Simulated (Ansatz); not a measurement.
# Cs (fcc type): how the settings move a single-point run

How sensitive is a single-point run of Cs (fcc type) to its settings? A reference run comes first, then one run with altered input.

Program: Ansatz 0.2.0. Level of theory: reference: DFT, PBEsol, PAW with Ansatz's default frozen-core files, scalar-relativistic. These are calculated values, not measurements.

### Step 1. The starting structure

It takes space group Fm-3m (No. 225, cubic). Conventional cell: a = 7.616 Å, b = 7.616 Å, c = 7.616 Å, α = 90.00°, β = 90.00°, γ = 90.00°.

Structure file:

```
Cs
1.0
     0.00000    3.80811   -3.80811
    -3.80811    0.00000    3.80811
     7.61622    7.61622    7.61622
Cs
3
Cartesian
  0.0000 0.0000 0.0000
  0.0000 3.8081 3.8081
  3.8081 7.6162 3.8081
```

### Step 2. Baseline

Input file input.yaml:

```yaml
crystal:
  lattice:
    - [0.0, 3.8081082638, -3.8081082638]
    - [-3.8081082638, 0.0, 3.8081082638]
    - [7.6162165276, 7.6162165276, 7.6162165276]
  atoms:
    - { symbol: Cs, position: [0.0, 0.0, 0.0] }
    - { symbol: Cs, position: [0.333333333, 0.666666667, 0.333333333] }
    - { symbol: Cs, position: [0.666666667, 0.333333333, 0.666666667] }
kpoints:
  mp_grid: { grid: [7, 7, 3] }
scf:
  occupations: { method: fermi_dirac, width: 0.1 }
hamiltonian:
  xc: pbesol
  pseudopotentials: { kind: paw }
output:
  forces: true
  stress: true
  eigenvalues: true
```

On the command line:

```console
$ ansatz run input.yaml --threads 1 --pin off --max-ram 3584MiB --backend cpu --events-out ev --progress --plain --runs-dir out
```

### Step 3. Changing settings: mp_grid.grid [10, 10, 4], occupations.method tetrahedron_uncorrected, width left out

Edit input.yaml of step 2 so:

```diff
@@ -10,5 +10,5 @@
 kpoints:
-  mp_grid: { grid: [7, 7, 3] }
+  mp_grid: { grid: [10, 10, 4] }
 scf:
-  occupations: { method: fermi_dirac, width: 0.1 }
+  occupations: { method: tetrahedron_uncorrected }
 hamiltonian:
```

What does the calculation give? Wanted: for each run, ending; energy change; pressure; gap; force.

**Answer**, as computed:

```
                                                                                    run     ending         energy change  pressure (GPa)  gap (eV)  force (eV/Å)  cycles   time
                                                                              reference  converged                     0             0.0      0.00          0.00       6  4.2 s
1: mp_grid.grid [10, 10, 4], occupations.method tetrahedron_uncorrected, width left out  converged  +20.7 meV/atom (σ→0)             0.0      0.00          0.00       7   11 s
```

Residual by cycle in the longest SCF loop of each run; runs are numbered as in the table. The quantity is the density residual dr2, in eV.

```
cycle  reference   run 1
    1     3.4e-4  4.0e-4
    2     1.4e-4  2.0e-4
    3     9.8e-6  2.6e-5
    4     2.5e-6  9.1e-6
    5     3.8e-7  1.1e-6
    6     4.5e-8  1.0e-7
    7          -  3.7e-9
```

What this shows: Changing the k-point mesh and smearing moves the energy by +20.7 meV/atom (σ→0 values). More than one kind of setting changed, and this run alone doesn't tell their shares apart. Cost: 7 SCF cycles against 6, 11 s against 4.2 s.
